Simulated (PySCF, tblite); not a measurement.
# C₂H₆Se₂+ (doublet): geometry, infrared bands and EPR parameters

Wanted: the infrared bands and EPR parameters of C₂H₆Se₂+ (doublet) (`C[Se][Se+]C`), by calculation.

The runs use tblite 0.8.0 and PySCF 2.14.0, with density-fitted response routines of our own; the level of theory stands in each step. All values are computed, except where a source is named. Atoms are numbered from 0 throughout.

**1. Starting geometry**

10 atoms, charge 1, multiplicity 2; geometry from: force field or distance geometry start.

Bonds of the start (Å): C0–Se1 1.94, Se1–Se2 2.36, Se2–C3 1.94, C0–H4 1.10, C0–H5 1.11, C0–H6 1.11, C3–H7 1.11, C3–H8 1.12, C3–H9 1.10.

**2. Geometry optimisation with GFN2-xTB**

The job: settings as JSON, then the geometry in Å.

```
{"job": {"kind": "relax", "xc": "GFN2-xTB", "basis": "xTB"}, "charge": 1, "multiplicity": 2}
C      1.872300    -0.016000    -0.230600
Se     0.891500     0.114100     1.443800
Se    -0.795800     1.439900     0.451800
C     -1.874100    -0.124800     0.039800
H      2.786700    -0.609200    -0.070300
H      2.132000     1.003100    -0.582200
H      1.231900    -0.508500    -0.996400
H     -1.304300    -0.802800    -0.624100
H     -2.113000    -0.670700     0.990200
H     -2.818400     0.179500    -0.444500
```

The run is started by

```
$ OMP_NUM_THREADS=1 python probes_run.py task.json out
```

The driver reads the jobs from task.json and runs them one after another.

Standard output:

```text
step      E/eV     max force
  0    -359.98150    0.933
  1    -360.02284    0.405
  2    -360.03646    0.203
  3    -360.03951    0.195
  4    -360.04761    0.188
  5    -360.05194    0.236
  6    -360.06837    0.394
  7    -360.08403    0.385
  8    -360.10053    0.270
  9    -360.11309    0.269
 10    -360.12591    0.288
 11    -360.14392    0.420
 12    -360.16605    0.430
 13    -360.18428    0.343
 14    -360.19716    0.344
 15    -360.20942    0.360
 16    -360.22895    0.519
 17    -360.25623    0.624
 18    -360.28163    0.520
 19    -360.30188    0.450
 20    -360.32101    0.500
 21    -360.34887    0.607
 22    -360.39146    0.737
 23    -360.44402    0.905
 24    -360.46709    0.986
 25    -360.52230    0.522
 26    -360.54052    0.342
 27    -360.55006    0.266
 28    -360.55582    0.263
 29    -360.56907    0.221
 30    -360.57294    0.176
 31    -360.57593    0.156
 32    -360.57944    0.190
 33    -360.58361    0.175
 34    -360.58653    0.113
 35    -360.58804    0.063
 36    -360.58863    0.070
 37    -360.58917    0.061
 38    -360.58953    0.051
 39    -360.58978    0.049
 40    -360.58990    0.040
 41    -360.58999    0.020
 42    -360.59003    0.014
 43    -360.59005    0.009
```

Wall time 0.2 s (1 thread of Intel Xeon Platinum 8488C, shared host).

Along the way: (not every step is listed)

```csv
step,energy from step 0 (eV),largest force (eV/Å)
0,0.0000,0.9330
1,-0.0413,0.4053
2,-0.0550,0.2031
3,-0.0580,0.1952
4,-0.0661,0.1879
5,-0.0704,0.2362
6,-0.0869,0.3944
7,-0.1025,0.3848
8,-0.1190,0.2704
11,-0.1624,0.4205
14,-0.2157,0.3444
17,-0.2747,0.6239
20,-0.3395,0.4995
23,-0.4625,0.9054
26,-0.5590,0.3419
29,-0.5876,0.2215
32,-0.5979,0.1902
35,-0.6065,0.0630
38,-0.6080,0.0507
39,-0.6083,0.0493
40,-0.6084,0.0395
41,-0.6085,0.0202
42,-0.6085,0.0137
43,-0.6086,0.0094
```

Distances of close pairs at the start and the end, largest changes first:

```csv
bond,before (Å),after (Å),change (Å)
Se1–Se2,2.364,2.283,-0.081
C3–H8,1.122,1.088,-0.034
C0–H6,1.113,1.088,-0.025
C0–H5,1.109,1.088,-0.021
C3–H7,1.107,1.088,-0.018
C3–H9,1.104,1.088,-0.016
C0–H4,1.102,1.088,-0.013
Se2–C3,1.944,1.946,+0.002
```

The final coordinates are the input of the step that follows.

**3. Infrared spectrum with GFN2-xTB**

The job: settings as JSON, then the geometry in Å.

```
{"job": {"kind": "ir", "xc": "GFN2-xTB", "basis": "xTB"}, "charge": 1, "multiplicity": 2}
C      2.397458     0.109368    -0.214063
Se     0.768472    -0.642696     0.540630
Se    -0.766892     0.702343    -0.480948
C     -2.395694    -0.114484     0.202305
H      3.226223    -0.237446     0.400386
H      2.354077     1.195902    -0.197381
H      2.529085    -0.248528    -1.233402
H     -2.602253    -1.033014    -0.343754
H     -2.296433    -0.321153     1.265364
H     -3.205160     0.594362     0.038335
```

Standard output:

```text
mode    cm-1     km/mol
  1      59.1      3.58
  2      68.0      0.10
  3      73.4      2.60
  4     120.8      4.84
  5     179.6      0.00
  6     285.8      0.00
  7     561.3      0.30
  8     565.2     38.36
  9     863.9      0.64
 10     873.9     11.73
 11     874.6     26.31
 12     893.1      0.81
 13    1289.3      0.12
 14    1295.9      8.35
 15    1381.3     10.61
 16    1383.7     11.60
 17    1392.9     12.72
 18    1394.0     35.83
 19    3006.8     12.07
 20    3007.0     23.37
 21    3017.9      4.18
 22    3018.4      3.34
 23    3024.2      0.04
 24    3024.7      1.32
```

It took 0.18 s on 1 thread of Intel Xeon Platinum 8488C, shared host.

The strongest bands and the atoms that carry them (share of the mass-weighted mode):

```csv
cm⁻¹,km/mol,atoms
565,38.4,"C3 43 %, C0 30 %"
874,11.7,"H7 22 %, H8 22 %, H6 21 %, H5 14 %"
875,26.3,"H5 22 %, H9 21 %, H4 21 %, H8 14 %"
1384,11.6,"H8 28 %, H5 21 %, H7 18 %, H6 13 %"
1393,12.7,"H9 27 %, H4 23 %, H7 17 %, H6 15 %"
1394,35.8,"H4 27 %, H9 23 %, H6 18 %, H7 15 %"
3007,12.1,"H7 68 %, H8 17 %"
3007,23.4,"H6 65 %, H5 20 %"
```

**4. g tensor and hyperfine couplings: B3LYP/def2-TZVP-core+pcH-1**

Same as in step 3 but for these lines:

```diff
@@ -1,2 +1,2 @@
-{"job": {"kind": "ir", "xc": "GFN2-xTB", "basis": "xTB"}, "charge": 1, "multiplicity": 2}
+{"job": {"kind": "epr", "basis": "pcH-1"}, "charge": 1, "multiplicity": 2}
 C      2.397458     0.109368    -0.214063
```

Method: UKS B3LYP, def2-TZVP-core on Se, pcH-1 on C H, non-relativistic, mean-field spin-orbit, GIAO.

Standard output:

```text
UKS, coarse grid
  cycle   1  E = -4882.67778671  |g| = 2.09e+00
  cycle   2  E = -4882.64212140  |g| = 9.63e-01
  cycle   3  E = -4882.71733619  |g| = 5.18e-01
  cycle   4  E = -4882.78151826  |g| = 8.52e-02
  cycle   5  E = -4882.78529054  |g| = 1.33e-02
  cycle   6  E = -4882.78536631  |g| = 1.77e-03
  cycle   7  E = -4882.78536453  |g| = 8.07e-04
UKS, final grid
  cycle   1  E = -4882.78540625  |g| = 1.13e-03
  cycle   2  E = -4882.78540376  |g| = 2.39e-03
  cycle   3  E = -4882.78540692  |g| = 2.75e-04
  cycle   4  E = -4882.78540696  |g| = 2.71e-05
  cycle   5  E = -4882.78540696  |g| = 1.75e-05
E = -4882.78540696 Eh   <S^2> = 0.7536 (exact 0.7500)
g shifts (ppm)      1          2          3
  rmc          -273       -273       -273
  gc            -37         70         64
  oz_so        -490      80236     193930
  total        -800      80037     193725
hyperfine (MHz)  atom isotope    a_iso     a_fc   dipolar eigenvalues
    0   13C      -6.01      -6.85     -1.05     -0.95      2.00
    1  77Se      34.62      26.26   -256.78   -241.44    498.22
    2  77Se      34.55      26.21   -256.84   -241.50    498.34
    3   13C      -6.01      -6.86     -1.05     -0.94      1.99
    4    1H       2.48       2.21     -2.15     -1.77      3.92
    5    1H      20.70      20.49     -2.56     -0.92      3.49
    6    1H      39.62      39.53     -2.23     -1.59      3.82
    7    1H      39.59      39.50     -2.23     -1.59      3.82
    8    1H      20.66      20.44     -2.57     -0.92      3.49
    9    1H       2.49       2.22     -2.15     -1.77      3.92
```

Wall time 3.1 min (1 thread of Intel Xeon Platinum 8488C, shared host); peak memory 1.3 GiB.

Principal g values 2.00152, 2.08236, 2.19604; g(iso) = 2.09331, against 2.00232 for a free electron.

Mean a(iso) over the nuclei that a row names, and the largest dipolar term of the row (other rows stand at the frozen geometry):

```csv
nuclei,isotope,a(iso) (MHz),"a(iso) (G, at g = 2.0023)",largest dipolar term (MHz)
"Se1, Se2",77Se,34.6,12.3,498.3
"H4, H5, H6, H7, H8, H9",1H,20.9,7.5,3.9
"C0, C3",13C,-6.0,-2.1,2.0
```

Mulliken spin populations:

```csv
atom,value (e)
C0,-0.02
Se1,0.49
Se2,0.49
C3,-0.02
H4,0.00
H5,0.01
H6,0.01
H7,0.01
H8,0.01
H9,0.00
```

In first order the couplings over 0.8 MHz of 1H give 7 distinct lines over 44.8 G, if the averaged nuclei exchange fast; the same motion can average rows kept apart here too.

The fields below are evaluated on a grid from the run's orbitals.

ELF in a plane through or near 6 of the atoms.

Ten even steps from '0' (0.00) to '9' (0.99):
```
0000000000000000000000000000
0000000000000011100000000000
0000000000000245310000000000
0000000000002688730000000000
0000000010003788751001200000
0000001343004763451058950000
0000002565003625242289981000
0000013676202444556699993000
0000013676313526277699983000
0000135253644752483648750000
0000478463842574463625310000
0002899967726253136764100000
0003999966553442026763100000
0001899832425263005642000000
0000598501543674003431000000
0000011001578873000100000000
0000000000378862000000000000
0000000000135420000000000000
0000000000012100000000000000
0000000000000000000000000000
```
The map spans 11.5 Å across and 7.0 Å up, centred on the molecule. Atoms in the plane (x, y in Å): C0 (-2.4, 0.0), Se1 (-0.7, -0.9), Se2 (0.7, 0.9), C3 (2.4, 0.0), H4 (-3.2, -0.7), H9 (3.2, 0.7).

log10 of the density (e/Å³) in the same plane.

Values, 10 rows by 14 columns:
```
-4.0 -4.0 -4.0 -4.0 -4.0 -4.0 -3.4 -3.0 -3.0 -3.5 -4.0 -4.0 -4.0 -4.0
-4.0 -4.0 -4.0 -3.6 -3.3 -3.2 -2.4 -1.8 -1.8 -2.5 -3.3 -3.7 -4.0 -4.0
-4.0 -4.0 -3.3 -2.4 -2.0 -2.3 -1.5 -0.6 -0.6 -1.5 -2.1 -2.3 -3.4 -4.0
-4.0 -3.8 -2.5 -1.3 -0.9 -1.4 -1.0  0.4  0.5 -0.7 -0.8 -1.1 -2.4 -4.0
-4.0 -3.3 -1.9 -0.5  0.1 -0.6 -0.7  0.6  0.8  0.0  0.2 -0.5 -2.1 -3.8
-4.0 -3.0 -1.4  0.0  1.5 -0.1  0.0 -0.2 -0.4  0.2  0.1 -0.8 -2.3 -3.8
-4.0 -3.0 -1.3  0.0 -0.3  0.0  3.1 -0.2 -1.2 -0.4 -0.4 -1.4 -2.7 -4.0
-4.0 -3.5 -2.0 -1.3 -1.3 -0.5  0.2 -0.5 -1.7 -1.4 -1.5 -2.2 -3.3 -4.0
-4.0 -4.0 -3.3 -2.7 -2.4 -1.4 -1.0 -1.4 -2.4 -2.6 -2.6 -3.2 -4.0 -4.0
-4.0 -4.0 -4.0 -4.0 -3.4 -2.5 -2.2 -2.5 -3.2 -3.8 -4.0 -4.0 -4.0 -4.0
```
The map spans 11.5 Å across and 7.0 Å up, centred on the molecule. Atoms in the plane (x, y in Å): C0 (-2.4, 0.0), Se1 (-0.7, -0.9), Se2 (0.7, 0.9), C3 (2.4, 0.0), H4 (-3.2, -0.7), H9 (3.2, 0.7).

On the surface of density 0.002 e/bohr³ the electrostatic potential runs, from the 1st to the 99th percentile, from 4.42 to 5.74 V.

The spin density lies nearest to Se1, Se2 about 45 % each.

**5. Outcome**

| quantity | value |
| --- | --- |
| strongest single infrared mode (GFN2-xTB) | 565 cm⁻¹, 38 km/mol |
| zero-point energy (GFN2-xTB) | 45.3 kcal/mol |
| g(iso) (B3LYP) | 2.09331 |
| ⟨S²⟩ | 0.754 (exact 0.75) |
| largest a(iso) (averaged by class) | 77Se on Se1, Se2, 34.6 MHz |

Relaxing lowered the energy by 0.609 eV in 43 steps; the close pair that moved most is Se1–Se2, from 2.364 to 2.283 Å. All 24 modes are real, so the xTB geometry is a minimum. GFN2-xTB is a fitted tight-binding method: band positions and strengths are rough. Its intensities can rank the bands wrongly. The largest spin populations lie on Se2 (0.49 e), Se1 (0.49 e). The isotropic g lies 91.0 ppt above the free-electron value. The hyperfine terms hold no scalar relativity, which the heavier nuclei need.
